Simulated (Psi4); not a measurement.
**singlet Si2NH5F+ at 3 levels**

Aim: a comparison of 3 runs (BHLYP/6-31G*, CAM-B3LYP/6-31G*, wB97X/6-31G*) of singlet Si2NH5F+. 

The calculation is run with Psi4 1.11.

2 further runs of the same task are left out: 2 set aside as unsound or not needed. Runs told in other sessions of the task aren't counted.

## Step 1: Starting point

Si2NH5F+: 9 atoms, total charge +1, spin state singlet. SMILES of the parent species: `F[SiH2]N[SiH2]`. The shape is that of a PBE0-D4/def2-TZVP optimisation. This is one conformer, not always the lowest. That shape belongs to the parent species and isn't relaxed for this state.

Bond lengths: F1–Si2 1.600 Å, Si2–N3 1.712 Å, N3–Si4 1.736 Å, Si2–H5 1.480 Å, Si2–H6 1.477 Å, N3–H7 1.012 Å, Si4–H8 1.489 Å, Si4–H9 1.494 Å. Some angles: F1–Si2–N3 112.4°, Si2–N3–Si4 128.4°, F1–Si2–H5 106.1°, F1–Si2–H6 106.9°, N3–Si2–H5 109.2°, N3–Si2–H6 108.5°, Si2–N3–H7 115.7°, Si4–N3–H7 115.2°, N3–Si4–H8 106.6°, N3–Si4–H9 109.5°.

## Step 2: The energy at BHLYP/6-31G(d) (spherical functions) (run 1)

Contents of fh5nsi2.xyz:

```xyz
9
FH5NSi2
F     -1.778200     1.208900    -1.181800
Si    -0.288000     1.123600    -0.604900
N      0.241500    -0.491400    -0.403000
Si     0.023600    -1.533600     0.967900
H      0.576300     1.799100    -1.598800
H     -0.302800     1.779800     0.718800
H      0.600400    -0.942200    -1.234500
H     -0.246300    -0.650000     2.136200
H      1.261800    -2.340700     1.182700
```

Contents of calc.py:

```python
import psi4

psi4.set_memory(2200000000)
psi4.set_num_threads(1)
psi4.set_output_file('fh5nsi2.out', False)

with open('fh5nsi2.xyz') as f:
    atoms = ''.join(f.readlines()[2:])
m = psi4.geometry('1 1\n' + atoms + 'symmetry c1\nno_reorient\nno_com')

psi4.set_options({
    'basis': '6-31G*',
    'reference': 'rks',
    'puream': True,
    'e_convergence': 1e-09,
    'd_convergence': 1e-08,
    'scf_type': 'pk',
    'dft_radial_points': 99,
    'dft_spherical_points': 590,
})

result, w = psi4.energy("bhhlyp", return_wfn=True)
psi4.oeprop(w, "MAYER_INDICES", "LOWDIN_CHARGES", "WIBERG_LOWDIN_INDICES")
print(f'bhhlyp energy: {result:.10f} Eh')
```

Command:

```console
$ python calc.py
```

fh5nsi2.out:

```text
[...]
  Running in c1 symmetry.
[...]
  Nuclear repulsion =  217.045251544568430
[...]
  Multiplicity = 1
[...]
  Nalpha       = 24
  Nbeta        = 24
[...]
    Number of basis functions: 74
[...]
   @RKS iter   1:  -736.05519453820386   -2.48419e-01   8.54465e-03 ADIIS/DIIS
[...]
   @RKS iter  12:  -736.23832913592344   -1.81899e-12   4.52325e-09 DIIS
[...]
    Orbital Energies [Eh]
    ---------------------
    Doubly Occupied:
       1A    -67.456902     2A    -67.363429     3A    -25.447629
       4A    -15.055029     5A     -5.921036     6A     -5.826676
       7A     -4.186712     8A     -4.181723     9A     -4.180731
      10A     -4.091478    11A     -4.089977    12A     -4.088034
      13A     -1.484154    14A     -1.214741    15A     -0.866315
      16A     -0.833583    17A     -0.748840    18A     -0.707943
      19A     -0.683547    20A     -0.675204    21A     -0.655592
      22A     -0.619806    23A     -0.596191    24A     -0.559962
[...]
  @RKS Final Energy:  -736.23832913592344
   => Energetics <=
    Nuclear Repulsion Energy =            217.0452515445684298
    One-Electron Energy =               -1441.0279073328538288
    Two-Electron Energy =                 519.0914717630455470
    DFT Exchange-Correlation Energy =     -31.3471451106835595
    Empirical Dispersion Energy =           0.0000000000000000
    VV10 Nonlocal Energy =                  0.0000000000000000
    Total Energy =                       -736.2383291359234363
[...]
 Multipole Moments:
 ------------------------------------------------------------------------------------
     Multipole            Electronic (a.u.)      Nuclear  (a.u.)        Total (a.u.)
 ------------------------------------------------------------------------------------
 L = 1.  Multiply by 2.5417464519 to convert [e a0] to [Debye]
 Dipole X            :         30.9179365          -30.4727786            0.4451578
 Dipole Y            :         -5.0660981            2.5441383           -2.5219598
 Dipole Z            :         14.5769790          -13.5508481            1.0261309
 Magnitude           :                                                    2.7588750
[...]
```

The script printed:

```text
bhhlyp energy: -736.2383291359 Eh
```

It took 19 s on 1 thread of Intel Xeon Platinum 8259CL at 2.50GHz (Skylake/Cascade Lake), shared host; peak memory 1.2 GiB.

## Step 3: Energy and gradient at CAM-B3LYP/6-31G(d) (spherical functions) (run 2)

Contents of job.json:

```json
{
 "schema_name": "qcschema_input",
 "schema_version": 1,
 "molecule": {
  "schema_name": "qcschema_molecule",
  "schema_version": 2,
  "symbols": ["F", "Si", "N", "Si", "H", "H", "H", "H", "H"],
  "geometry": [-3.36031099, 2.28448991, -2.23327833, -0.54424112, 2.12329627, -1.14309533, 0.45636886, -0.92861142, -0.76155963, 0.04459754, -2.89808398, 1.82906592, 1.08904917, 3.39980627, -3.02129413, -0.57220907, 3.36333456, 1.35833514, 1.13459157, -1.78049995, -2.3328669, -0.46543954, -1.22832198, 4.03683295, 2.38445642, -4.42328194, 2.23497909],
  "molecular_charge": 1,
  "molecular_multiplicity": 1,
  "fix_symmetry": "c1"
 },
 "driver": "gradient",
 "model": {
  "method": "cam-b3lyp",
  "basis": "6-31G*"
 },
 "keywords": {
  "puream": true,
  "e_convergence": 1e-09,
  "d_convergence": 1e-08,
  "scf_type": "pk",
  "dft_radial_points": 99,
  "dft_spherical_points": 590,
  "scf_properties": ["WIBERG_LOWDIN_INDICES", "LOWDIN_CHARGES", "QUADRUPOLE"]
 }
}
```

Command:

```console
$ psi4 --qcschema job.json -n 1 --memory 2200MB
```

stdout (excerpt; [...] marks lines left out):

```text
[...]
  Running in c1 symmetry.
[...]
  Nuclear repulsion =  217.045251755645751
[...]
  Multiplicity = 1
[...]
  Nalpha       = 24
  Nbeta        = 24
[...]
    Number of basis functions: 74
[...]
   @RKS iter   1:  -736.05137354976489   -2.11851e-01   9.23885e-03 ADIIS/DIIS
[...]
   @RKS iter  12:  -736.26181027944006   -5.00222e-12   3.32162e-09 DIIS
[...]
  @RKS Final Energy:  -736.26181027944006
   => Energetics <=
    Nuclear Repulsion Energy =            217.0452517556457508
    One-Electron Energy =               -1440.9360847986440604
    Two-Electron Energy =                 533.4208248543203581
    DFT Exchange-Correlation Energy =     -45.7918020907620544
    Empirical Dispersion Energy =           0.0000000000000000
    VV10 Nonlocal Energy =                  0.0000000000000000
    Total Energy =                       -736.2618102794400556
[...]
 Multipole Moments:
 ------------------------------------------------------------------------------------
     Multipole            Electronic (a.u.)      Nuclear  (a.u.)        Total (a.u.)
 ------------------------------------------------------------------------------------
[...]
  -Total Gradient:
     Atom            X                  Y                   Z
    ------   -----------------  -----------------  -----------------
       1       -0.003574117953     0.008601824583    -0.002191380495
       2        0.023576493429    -0.062681251181     0.009856614530
       3        0.009119612303     0.067841575705    -0.032468243111
       4       -0.049755352670    -0.058323416057     0.010003224258
       5       -0.003532470916     0.007978455208    -0.003477519790
       6       -0.002458077508     0.006841232713    -0.000479928982
       7       -0.006664605791     0.002817275442     0.008210812192
       8        0.016333706237     0.010923085929     0.003094954340
       9        0.016915997364     0.015976824890     0.007420913954
[...]
```

The result, in JSON:

```text
{
 "driver": "gradient",
 "model": {
  "method": "cam-b3lyp",
  "basis": "6-31G*"
 },
 "success": true,
 "return_result": [-0.0035741179525453637, 0.008601824582522857, -0.00219138049530547, 0.023576493428804073, -0.06268125118111464, 0.00985661453041036, 0.009119612302947925, 0.06784157570467325, -0.0324682431111572, -0.04975535267000408, -0.05832341605732291, 0.010003224257789125, -0.0035324709160997197, 0.007978455208212422, -0.0034775197897867066, -0.0024580775081457984, 0.006841232712549855, -0.0004799289821828673, -0.0066646057914574175, 0.0028172754422318563, 0.008210812191812439, 0.016333706237455635, 0.010923085929274268, 0.003094954339802669, 0.01691599736429894, 0.01597682488964669, 0.007420913954125509],
 "properties": {
  "calcinfo_nbasis": 74,
  "calcinfo_nmo": 74,
  "calcinfo_nalpha": 24,
  "calcinfo_nbeta": 24,
  "calcinfo_natom": 9,
  "nuclear_repulsion_energy": 217.04525175564575,
  "return_energy": -736.26181027944,
  "return_gradient": [-0.0035741179525453637, 0.008601824582522857, -0.00219138049530547, 0.023576493428804073, -0.06268125118111464, 0.00985661453041036, 0.009119612302947925, 0.06784157570467325, -0.0324682431111572, -0.04975535267000408, -0.05832341605732291, 0.010003224257789125, -0.0035324709160997197, 0.007978455208212422, -0.0034775197897867066, -0.0024580775081457984, 0.006841232712549855, -0.0004799289821828673, -0.0066646057914574175, 0.0028172754422318563, 0.008210812191812439, 0.016333706237455635, 0.010923085929274268, 0.003094954339802669, 0.01691599736429894, 0.01597682488964669, 0.007420913954125509],
  "scf_one_electron_energy": -1440.936084798644,
  "scf_two_electron_energy": 533.4208248543204,
  "scf_xc_energy": -45.791802090762054,
  "scf_dipole_moment": [1.161736860223467, -2.5166328366304622, 1.3026908242250301],
  "scf_total_energy": -736.26181027944,
  "scf_total_gradient": [-0.0035741179525453637, 0.008601824582522857, -0.00219138049530547, 0.023576493428804073, -0.06268125118111464, 0.00985661453041036, 0.009119612302947925, 0.06784157570467325, -0.0324682431111572, -0.04975535267000408, -0.05832341605732291, 0.010003224257789125, -0.0035324709160997197, 0.007978455208212422, -0.0034775197897867066, -0.0024580775081457984, 0.006841232712549855, -0.0004799289821828673, -0.0066646057914574175, 0.0028172754422318563, 0.008210812191812439, 0.016333706237455635, 0.010923085929274268, 0.003094954339802669, 0.01691599736429894, 0.01597682488964669, 0.007420913954125509],
  "scf_iterations": 12
 }
}
```

Wall time 40 s (1 thread of Intel Xeon Platinum 8259CL at 2.50GHz (Skylake/Cascade Lake), shared host); peak memory 1.2 GiB.

## Step 4: A single-point energy at wB97X/6-31G(d) (spherical functions) (run 3)

Contents of calc.py:

```python
import psi4

psi4.set_memory(2200000000)
psi4.set_num_threads(1)
psi4.core.set_output_file('fh5nsi2.out', False)

mol = psi4.geometry("""
1 1
F     -3.36031099     2.28448991    -2.23327833
Si    -0.54424112     2.12329627    -1.14309533
N      0.45636886    -0.92861142    -0.76155963
Si     0.04459754    -2.89808398     1.82906592
H      1.08904917     3.39980627    -3.02129413
H     -0.57220907     3.36333456     1.35833514
H      1.13459157    -1.78049995    -2.33286690
H     -0.46543954    -1.22832198     4.03683295
H      2.38445642    -4.42328194     2.23497909
units au
symmetry c1
""")

options = {'reference': 'rks', 'puream': True, 'e_convergence': 1e-09, 'd_convergence': 1e-08, 'scf_type': 'pk', 'dft_radial_points': 99, 'dft_spherical_points': 590}
psi4.set_options(options)

E, wfn = psi4.energy("wb97x/6-31G*", return_wfn=True)
psi4.oeprop(wfn, "WIBERG_LOWDIN_INDICES", "MAYER_INDICES", "QUADRUPOLE")
print(f'total energy {E:.8f} hartree = {E * 27.211386:.5f} eV')
```

Command:

```console
$ python calc.py
```

fh5nsi2.out:

```text
[...]
  Running in c1 symmetry.
[...]
  Nuclear repulsion =  217.045251755645751
[...]
  Multiplicity = 1
[...]
  Nalpha       = 24
  Nbeta        = 24
[...]
    Number of basis functions: 74
[...]
   @RKS iter   1:  -736.07700129486909   -3.49429e-01   8.28667e-03 ADIIS/DIIS
[...]
   @RKS iter  12:  -736.25406304304556   -5.57066e-12   5.82836e-09 DIIS
[...]
    Orbital Energies [Eh]
    ---------------------
    Doubly Occupied:
       1A    -66.434945     2A    -66.341575     3A    -24.887346
       4A    -14.653036     5A     -5.691472     6A     -5.597490
       7A     -4.051902     8A     -4.044722     9A     -4.043041
      10A     -3.955323    11A     -3.953422    12A     -3.950534
      13A     -1.448304    14A     -1.224625    15A     -0.908089
      16A     -0.870046    17A     -0.783300    18A     -0.739927
      19A     -0.713708    20A     -0.699294    21A     -0.695858
      22A     -0.650750    23A     -0.638141    24A     -0.597685
[...]
  @RKS Final Energy:  -736.25406304304556
   => Energetics <=
    Nuclear Repulsion Energy =            217.0452517556457508
    One-Electron Energy =               -1440.9696289588725904
    Two-Electron Energy =                 532.7459930039376559
    DFT Exchange-Correlation Energy =     -45.0756788437564069
    Empirical Dispersion Energy =           0.0000000000000000
    VV10 Nonlocal Energy =                  0.0000000000000000
    Total Energy =                       -736.2540630430455622
[...]
 Multipole Moments:
 ------------------------------------------------------------------------------------
     Multipole            Electronic (a.u.)      Nuclear  (a.u.)        Total (a.u.)
 ------------------------------------------------------------------------------------
 L = 1.  Multiply by 2.5417464519 to convert [e a0] to [Debye]
 Dipole X            :         -3.7404575            4.8875406            1.1470831
 Dipole Y            :         -0.9255409           -1.6512751           -2.5768160
 Dipole Z            :         -1.5872986            2.9265060            1.3392074
 Magnitude           :                                                    3.1223800
 L = 2.  Multiply by 1.3450342976 to convert [e a0^2] to [Debye ang]
 Quadrupole XX       :       -123.3503942           97.4974461          -25.8529482
 Quadrupole XY       :         98.2184455          -98.8436028           -0.6251573
[...]
```

Standard output:

```text
total energy -736.25406304 hartree = -20034.49350 eV
```

Wall time 25 s (1 thread of Intel Xeon Platinum 8259CL at 2.50GHz (Skylake/Cascade Lake), shared host); peak memory 1.2 GiB.

## Step 5: The series

```
run                                   level      task  energy (Eh)  HOMO energy (eV)  LUMO energy (eV)  HOMO–LUMO gap (eV)  wall time
  1      BHLYP/6-31G* (spherical functions)    energy  -736.238329            -15.24             -9.13                6.11       19 s
  2  CAM-B3LYP/6-31G* (spherical functions)  gradient  -736.261810            -15.25             -8.90                6.35       40 s
  3      wB97X/6-31G* (spherical functions)    energy  -736.254063            -16.26             -7.84                8.42       25 s
```

## Step 6: Outcome

| quantity | value |
| --- | --- |
| run 3: total energy | -736.25406 Eh |
| run 3: HOMO energy | -16.26 eV |
| run 3: LUMO energy | -7.84 eV |
| run 3: HOMO–LUMO gap | 8.42 eV |

In words: The HOMO–LUMO gap runs from 6.11 eV (BHLYP/6-31G*) to 8.42 eV (wB97X/6-31G*). Totals of different functionals can't be ranked against each other. All runs together took 84 s, the longest 40 s.
